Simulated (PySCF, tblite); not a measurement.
**C6H9FOSi2: geometry, infrared bands and NMR shifts**

What infrared bands and NMR shifts should C6H9FOSi2 (`C#CCC[Si@]1(F)C[SiH2]C1=O`) show?

Computed with tblite 0.8.0 and PySCF 2.14.0, with density-fitted response routines of our own, on a single molecule in the gas phase. Atoms are numbered from 0 throughout.

### Step 1. Starting geometry

19 atoms, charge 0, multiplicity 1; geometry from: force field or distance geometry start.

Bonds of the start (Å): C0–C1 1.22, C1–C2 1.45, C2–C3 1.53, C3–Si4 1.83, Si4–F5 1.60, Si4–C6 1.89, C6–Si7 1.92, Si7–C8 1.80, C8–O9 1.21, C8–Si4 1.78, C0–H10 1.05, C2–H11 1.10, C2–H12 1.10, C3–H13 1.10, C3–H14 1.11, C6–H15 1.11, C6–H16 1.09, Si7–H17 1.49, Si7–H18 1.49.

### Step 2. Geometry optimisation with GFN2-xTB

What the job is given:

```
{"job": {"kind": "relax", "xc": "GFN2-xTB", "basis": "xTB"}, "charge": 0, "multiplicity": 1}
C      4.331100    -0.908100    -0.272900
C      3.224700    -0.650900    -0.711800
C      1.900600    -0.354700    -1.229900
C      0.982300     0.209300    -0.140800
Si    -0.723400     0.621600    -0.659600
F     -0.728000     1.852300    -1.688800
C     -1.848900     1.026900     0.808900
Si    -3.135100    -0.160800     0.022200
C     -1.840000    -0.696000    -1.110000
O     -1.751500    -1.638100    -1.864100
H      5.290700    -1.130000     0.104500
H      1.980600     0.370300    -2.050300
H      1.454100    -1.261500    -1.654300
H      1.454100     1.094900     0.298400
H      0.927300    -0.520600     0.687000
H     -1.480300     0.666200     1.786400
H     -2.180600     2.064400     0.879700
H     -4.265900     0.589600    -0.589500
H     -3.601700    -1.165400     1.019700
```

Launch:

```
OMP_NUM_THREADS=1 python probes_run.py task.json out
```

One launch serves the whole session: the jobs run in the order shown.

**Question.** This job is followed by: GFN2-xTB harmonic vibrations, gas phase; GIAO PBE0/pcSseg-1 NMR shielding, non-relativistic, gas phase. Predict these results of the whole session: strongest single infrared mode (GFN2-xTB); zero-point energy (GFN2-xTB); 13C shifts against TMS (PBE0/pcSseg-1); 1H shifts against TMS (PBE0/pcSseg-1); 29Si shifts against TMS (PBE0/pcSseg-1); 19F shifts against CFCl3 (PBE0/pcSseg-1); 17O shifts against H2O (PBE0/pcSseg-1).

**Answer**, as computed:

| quantity | value |
| --- | --- |
| strongest single infrared mode (GFN2-xTB) | 2280 cm⁻¹, 373 km/mol |
| zero-point energy (GFN2-xTB) | 80.3 kcal/mol |
| 13C shifts against TMS (PBE0/pcSseg-1) | 325.8, 89.6, 75.7, 19.8, 13.6, 1.9 ppm |
| 1H shifts against TMS (PBE0/pcSseg-1) | 4.75, 4.56, 2.32, 2.11, 1.45, 1.44, 1.27, 1.13, 1.04 ppm |
| 29Si shifts against TMS (PBE0/pcSseg-1) | 23.7, -53.3 ppm |
| 19F shifts against CFCl3 (PBE0/pcSseg-1) | -192.0 ppm |
| 17O shifts against H2O (PBE0/pcSseg-1) | 1294.5 ppm |

In words: Over 86 steps the energy fell by 0.776 eV; of the close pairs, Si4–C8 changed most, 1.785 to 1.958 Å. All 51 modes are real, so the xTB geometry is a minimum. The strongest single mode, at 2280 cm⁻¹, moves mainly H18. Unscaled tight-binding wavenumbers are off by several per cent, some by more. Its intensities can rank the bands wrongly. At PBE0/pcSseg-1: The largest span, 2933 ppm, is at O9, where the paramagnetic term is -1357 ppm.
